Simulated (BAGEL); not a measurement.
**SiHF3 (SMILES F[SiH](F)F): a chain of runs**

Aim: a single-point energy (HF/cc-pVDZ), then the energy (NEVPT2(2,2)/cc-pVDZ), then a single-point energy (CASPT2(2,2)/cc-pVDZ) of SiHF3. 

The calculation is run with BAGEL 1.2.2.

### 1 The structure to begin with

SiHF3 has 5 atoms, charge 0, and is taken as a singlet. SMILES: `F[SiH](F)F`. The F1–Si2 distance was set to 2.989 Å, away from the relaxed value. At this shape a bond of the SMILES string is far longer than usual.

Bond lengths: Si2–F3 1.573 Å, Si2–F4 1.573 Å, Si2–H5 1.461 Å. Angles: F3–Si2–F4 108.3°, F3–Si2–H5 110.7°, F4–Si2–H5 110.7°.

### 2 A single-point energy at HF/cc-pVDZ (density fitting with svp-jkfit) (run 1)

Input file input.json:

```json
{ "bagel" : [

{
  "title" : "molecule",
  "basis" : "cc-pvdz.json",
  "df_basis" : "svp-jkfit",
  "geometry" : [
    { "atom" : "F", "xyz" : [    -1.67452222,    -0.29802871,     5.35753608 ] },
    { "atom" : "Si", "xyz" : [     0.07691185,     0.00321253,    -0.00340151 ] },
    { "atom" : "F", "xyz" : [    -1.12835547,     2.42149506,    -1.24192801 ] },
    { "atom" : "F", "xyz" : [    -0.93711519,    -2.38729101,    -1.44979788 ] },
    { "atom" : "H", "xyz" : [     2.83345535,     0.11791891,    -0.12302117 ] }
  ]
},

{ "title" : "hf" },

{ "title" : "print", "file" : "orbitals.molden", "orbitals" : "true" }

]}
```

The basis set cc-pVDZ is read from a file made from the Basis Set Exchange's data (not shown).

The run is started by

```bash
$ BAGEL_NUM_THREADS=1 BAGEL input.json > input.out
```

The log of the run:

```text
* using 1 threads per process

  ===============================================================
  ===============================================================

  *** Geometry ***

  { "atom" : "F", "xyz" : [     -1.674522,     -0.298029,      5.357536 ] },
  { "atom" : "Si", "xyz" : [      0.076912,      0.003213,     -0.003402 ] },
  { "atom" : "F", "xyz" : [     -1.128355,      2.421495,     -1.241928 ] },
  { "atom" : "F", "xyz" : [     -0.937115,     -2.387291,     -1.449798 ] },
  { "atom" : "H", "xyz" : [      2.833455,      0.117919,     -0.123021 ] },

  Number of auxiliary basis functions:      377

  Since a DF basis is specified, we compute 2- and 3-index integrals:
    o Being stored without compression. Storage requirement is 0.013 GB

  Number of basis functions:       65
  Number of electrons      :       42

    * METHOD: MOLECULE                             0.12

  *** RHF ***

  === Nuclear Repulsion ===
   156.6875734653

      * DIIS with orbital gradients will be used.

  === RHF iteration (cc-pvdz.json) ===
      0       -587.36714146          0.02302409           0.03
      1       -587.27586984          0.02937567           0.03
      2       -587.75105332          0.00460606           0.03
      3       -587.76323900          0.00137555           0.03
      4       -587.76485472          0.00043089           0.03
      5       -587.76505510          0.00009981           0.03
      6       -587.76507352          0.00003897           0.03
      7       -587.76507713          0.00001485           0.03
      8       -587.76507772          0.00000887           0.03
      9       -587.76507803          0.00000450           0.03
     10       -587.76507809          0.00000179           0.03
     11       -587.76507810          0.00000054           0.03
     12       -587.76507810          0.00000035           0.03
     13       -587.76507810          0.00000009           0.03
     14       -587.76507810          0.00000002           0.03
     15       -587.76507810          0.00000001           0.03
     16       -587.76507810          0.00000001           0.03
    * SCF iteration converged.

    * Permanent dipole moment:
           (   -1.480133,    -0.159434,     2.327982) a.u.

    * METHOD: HF                                   0.57

    * METHOD: PRINT                                0.01

  ===============================================================
```

Wall time 0.82 s (1 thread of Arm Neoverse V1, shared host); peak memory 0.14 GiB.

### 3 A single-point energy at NEVPT2(2,2)/cc-pVDZ (density fitting with svp-jkfit) (run 2)

Input file input.json:

```json
{ "bagel": [

{
  "title": "molecule",
  "basis": "cc-pvdz.json",
  "df_basis": "svp-jkfit",
  "angstrom": false,
  "geometry": [
    { "atom": "F", "xyz": [ -1.67452222, -0.29802871,  5.35753608 ] },
    { "atom": "Si", "xyz": [  0.07691185,  0.00321253, -0.00340151 ] },
    { "atom": "F", "xyz": [ -1.12835547,  2.42149506, -1.24192801 ] },
    { "atom": "F", "xyz": [ -0.93711519, -2.38729101, -1.44979788 ] },
    { "atom": "H", "xyz": [  2.83345535,  0.11791891, -0.12302117 ] }
  ]
},
{
  "title": "hf"
},
{
  "title": "nevpt2",
  "nstate": 1,
  "nact": 2,
  "nclosed": 20,
  "active": [21, 22],
  "maxiter": 200,
  "natocc": true,
  "ncore": 8
},
{
  "title": "print",
  "file": "orbitals.molden",
  "orbitals": true
}

]}
```

The basis set cc-pVDZ is read from a file made from the Basis Set Exchange's data (not shown).

The run is started by

```bash
$ BAGEL_NUM_THREADS=1 BAGEL input.json > input.out
```

The log of the run:

```text
* using 1 threads per process

  ===============================================================
  ===============================================================

  *** Geometry ***

  { "atom" : "F", "xyz" : [     -1.674522,     -0.298029,      5.357536 ] },
  { "atom" : "Si", "xyz" : [      0.076912,      0.003213,     -0.003402 ] },
  { "atom" : "F", "xyz" : [     -1.128355,      2.421495,     -1.241928 ] },
  { "atom" : "F", "xyz" : [     -0.937115,     -2.387291,     -1.449798 ] },
  { "atom" : "H", "xyz" : [      2.833455,      0.117919,     -0.123021 ] },

  Number of auxiliary basis functions:      377

  Since a DF basis is specified, we compute 2- and 3-index integrals:
    o Being stored without compression. Storage requirement is 0.013 GB

  Number of basis functions:       65
  Number of electrons      :       42

    * METHOD: MOLECULE                             0.12

  *** RHF ***

  === Nuclear Repulsion ===
   156.6875734653

      * DIIS with orbital gradients will be used.

  === RHF iteration (cc-pvdz.json) ===
      0       -587.36714146          0.02302409           0.03
      1       -587.27586984          0.02937567           0.03
      2       -587.75105332          0.00460606           0.03
      3       -587.76323900          0.00137555           0.03
      4       -587.76485472          0.00043089           0.03
      5       -587.76505510          0.00009981           0.03
      6       -587.76507352          0.00003897           0.03
      7       -587.76507713          0.00001485           0.03
      8       -587.76507772          0.00000887           0.03
      9       -587.76507803          0.00000450           0.03
     10       -587.76507809          0.00000179           0.03
     11       -587.76507810          0.00000054           0.03
     12       -587.76507810          0.00000035           0.03
     13       -587.76507810          0.00000009           0.03
     14       -587.76507810          0.00000002           0.03
     15       -587.76507810          0.00000001           0.03
     16       -587.76507810          0.00000001           0.03
    * SCF iteration converged.

    * Permanent dipole moment:
           (   -1.480133,    -0.159434,     2.327982) a.u.

    * METHOD: HF                                   0.57

    * freezing 8 orbitals
  ---------------------------
      CASSCF calculation
  ---------------------------

    ==== Active orbitals : =====
         Orbital 21
         Orbital 22
    ============================

    * nstate   :      1
    * nclosed  :     20
    * nact     :      2
    * nvirt    :     43
  === CASSCF iteration (cc-pvdz.json) ===

    * Using the second-order algorithm

      0  0      -587.80373286     1.76e-02      0.01

      1  0      -587.84247214     3.92e-03      0.18

      2  0      -587.84597548     2.35e-03      0.18

      3  0      -587.84678138     1.07e-03      0.20

      4  0      -587.84694013     4.51e-04      0.19

      5  0      -587.84696837     1.86e-04      0.19

      6  0      -587.84697318     7.60e-05      0.19

      7  0      -587.84697398     3.10e-05      0.20

      8  0      -587.84697411     1.26e-05      0.19

      9  0      -587.84697414     5.13e-06      0.20

     10  0      -587.84697414     2.08e-06      0.19

     11  0      -587.84697414     8.47e-07      0.19

     12  0      -587.84697414     3.45e-07      0.17

     13  0      -587.84697414     1.40e-07      0.15

     14  0      -587.84697414     5.69e-08      0.13

     15  0      -587.84697414     2.31e-08      0.14

     16  0      -587.84697414     9.43e-09      0.12

    * Second-order optimization converged. *

     guess   0:   closed 1.                   open ..

  === FCI iteration ===

      0  0      -587.72443044     1.24e-01      0.00
      1  0      -587.81579617     4.80e-02      0.00
      2  0 *    -587.84697414     8.18e-16      0.00

     * ci vector, state   0, <S^2> = 0.0000
       2.     0.8829414490
       .2    -0.4694831174

  === DF-NEVPT2 calculation ===

    * 3-index integral transformation done
    * assembly done

      NEVPT2 correlation energy:   -0.6057383348      0.09

          (+0)     -0.5155046045
          (+0)'    -0.0190781575
          (+1)     -0.0222292528
          (+1)'    -0.0000000000
          (+2)     -0.0003939195
          (-1)     -0.0475065943
          (-1)'     0.0000000000
          (-2)     -0.0010258062

      NEVPT2 total energy:       -588.4527124761

    * METHOD: NEVPT2                               3.03

    * METHOD: PRINT                                0.01

  ===============================================================
```

It took 3.9 s on 1 thread of Arm Neoverse V1, shared host; peak memory 0.14 GiB.

### 4 A single-point energy at CASPT2(2,2)/cc-pVDZ (density fitting with svp-jkfit) (run 3)

Input file calc.json:

```json
{ "bagel" : [

{
  "title" : "molecule",
  "basis" : "cc-pvdz.json",
  "df_basis" : "svp-jkfit",
  "geometry" : [
    { "atom" : "F", "xyz" : [    -1.67452222,    -0.29802871,     5.35753608 ] },
    { "atom" : "Si", "xyz" : [     0.07691185,     0.00321253,    -0.00340151 ] },
    { "atom" : "F", "xyz" : [    -1.12835547,     2.42149506,    -1.24192801 ] },
    { "atom" : "F", "xyz" : [    -0.93711519,    -2.38729101,    -1.44979788 ] },
    { "atom" : "H", "xyz" : [     2.83345535,     0.11791891,    -0.12302117 ] }
  ]
},

{ "title" : "hf", "charge" : 0 },

{ "title" : "casscf", "nstate" : 1, "nact" : 2, "nclosed" : 20, "charge" : 0, "active" : [21, 22], "maxiter" : 200, "natocc" : true },

{ "title" : "print", "file" : "orbitals.molden", "orbitals" : true },

{ "title" : "smith", "method" : "caspt2", "ms" : true, "xms" : true, "sssr" : true, "shift" : 0.2, "shift_imag" : true, "ncore" : 8 }

]}
```

The basis set cc-pVDZ is read from a file made from the Basis Set Exchange's data (not shown).

The run is started by

```bash
$ BAGEL_NUM_THREADS=1 BAGEL calc.json > calc.out
```

The log of the run:

```text
* using 1 threads per process

  ===============================================================
  ===============================================================

  *** Geometry ***

  { "atom" : "F", "xyz" : [     -1.674522,     -0.298029,      5.357536 ] },
  { "atom" : "Si", "xyz" : [      0.076912,      0.003213,     -0.003402 ] },
  { "atom" : "F", "xyz" : [     -1.128355,      2.421495,     -1.241928 ] },
  { "atom" : "F", "xyz" : [     -0.937115,     -2.387291,     -1.449798 ] },
  { "atom" : "H", "xyz" : [      2.833455,      0.117919,     -0.123021 ] },

  Number of auxiliary basis functions:      377

  Since a DF basis is specified, we compute 2- and 3-index integrals:
    o Being stored without compression. Storage requirement is 0.013 GB

  Number of basis functions:       65
  Number of electrons      :       42

    * METHOD: MOLECULE                             0.12

  *** RHF ***

  === Nuclear Repulsion ===
   156.6875734653

      * DIIS with orbital gradients will be used.

  === RHF iteration (cc-pvdz.json) ===
      0       -587.36714146          0.02302409           0.03
      1       -587.27586984          0.02937567           0.03
      2       -587.75105332          0.00460606           0.03
      3       -587.76323900          0.00137555           0.03
      4       -587.76485472          0.00043089           0.03
      5       -587.76505510          0.00009981           0.03
      6       -587.76507352          0.00003897           0.03
      7       -587.76507713          0.00001485           0.03
      8       -587.76507772          0.00000887           0.03
      9       -587.76507803          0.00000450           0.03
     10       -587.76507809          0.00000179           0.03
     11       -587.76507810          0.00000054           0.03
     12       -587.76507810          0.00000035           0.03
     13       -587.76507810          0.00000009           0.03
     14       -587.76507810          0.00000002           0.03
     15       -587.76507810          0.00000001           0.03
     16       -587.76507810          0.00000001           0.03
    * SCF iteration converged.

    * Permanent dipole moment:
           (   -1.480133,    -0.159434,     2.327982) a.u.

    * METHOD: HF                                   0.56

  ---------------------------
      CASSCF calculation
  ---------------------------

    ==== Active orbitals : =====
         Orbital 21
         Orbital 22
    ============================

    * nstate   :      1
    * nclosed  :     20
    * nact     :      2
    * nvirt    :     43
  === CASSCF iteration (cc-pvdz.json) ===

    * Using the second-order algorithm

      0  0      -587.80373286     1.76e-02      0.01

      1  0      -587.84247214     3.92e-03      0.18

      2  0      -587.84597548     2.35e-03      0.17

      3  0      -587.84678138     1.07e-03      0.19

      4  0      -587.84694013     4.51e-04      0.18

      5  0      -587.84696837     1.86e-04      0.19

      6  0      -587.84697318     7.60e-05      0.19

      7  0      -587.84697398     3.10e-05      0.19

      8  0      -587.84697411     1.26e-05      0.19

      9  0      -587.84697414     5.13e-06      0.20

     10  0      -587.84697414     2.08e-06      0.19

     11  0      -587.84697414     8.47e-07      0.19

     12  0      -587.84697414     3.45e-07      0.18

     13  0      -587.84697414     1.40e-07      0.16

     14  0      -587.84697414     5.69e-08      0.14

     15  0      -587.84697414     2.31e-08      0.14

     16  0      -587.84697414     9.43e-09      0.12

    * Second-order optimization converged. *

     guess   0:   closed 1.                   open ..

  === FCI iteration ===

      0  0      -587.72443044     1.24e-01      0.00
      1  0      -587.81579617     4.80e-02      0.00
      2  0 *    -587.84697414     8.18e-16      0.00

     * ci vector, state   0, <S^2> = 0.0000
       2.     0.8829414490
       .2    -0.4694831174

    * METHOD: CASSCF                               2.88

    * METHOD: PRINT                                0.01

  === SMITH program ===

    * freezing 8 orbitals

    * Approximate memory requirement for SMITH calulation per MPI process:
      o Storage requirement for T-amplitude, lambda, and residual is 0.01 GB
      o Storage requirement for MO integrals is 0.00 GB
    * Calculating and saving rdm4f

    * Zeroth order energy : state  0       -0.6368077856

    * CASPT2 iteration is performed using orthogonal basis

      -------------------------------------------  CASPT2 iteration  ---------------------------------------------------
       #      aibj      arbs      arbi      airj      risj      airs      arst      rist         Etot      error   time
      ------------------------------------------------------------------------------------------------------------------

       0  -0.51474  -0.00119  -0.05004  -0.02419  -0.00062  -0.01960  -0.00000   0.00000   -0.6103877  0.0009775   0.06
       1  -0.51477  -0.00120  -0.05012  -0.02425  -0.00064  -0.01970  -0.00000  -0.00000   -0.6106752  0.0000881   0.05
       2  -0.51477  -0.00120  -0.05012  -0.02425  -0.00064  -0.01970  -0.00000  -0.00000   -0.6106784  0.0000116   0.05
       3  -0.51477  -0.00120  -0.05012  -0.02425  -0.00064  -0.01970   0.00000  -0.00000   -0.6106784  0.0000019   0.05
       4  -0.51477  -0.00120  -0.05012  -0.02425  -0.00064  -0.01970   0.00000  -0.00000   -0.6106784  0.0000002   0.05

      ------------------------------------------------------------------------------------------------------------------

    * CASPT2 energy : state  0     -588.4592504844
        w/o shift correction       -588.4576525876
        reference weight              0.8799267613

    * METHOD: SMITH                                0.37

  ===============================================================
```

It took 4.2 s on 1 thread of Arm Neoverse V1, shared host; peak memory 0.14 GiB.

### 5 Results

| quantity | value |
| --- | --- |
| run 1, HF/cc-pVDZ: total energy | -587.76508 Eh |
| run 1, HF/cc-pVDZ: dipole moment | 7.02 D |
| run 1, HF/cc-pVDZ: HOMO energy | -10.97 eV |
| run 1, HF/cc-pVDZ: LUMO energy | -1.54 eV |
| run 1, HF/cc-pVDZ: HOMO–LUMO gap | 9.43 eV |
| run 2, NEVPT2(2,2)/cc-pVDZ: total energy | -588.45271 Eh |
| run 3, CASPT2(2,2)/cc-pVDZ: total energy | -588.45925 Eh |

In words: One bond (run 1, HF/cc-pVDZ) is far stretched, which a spin-restricted single reference describes badly; a broken-symmetry solution may lie lower.
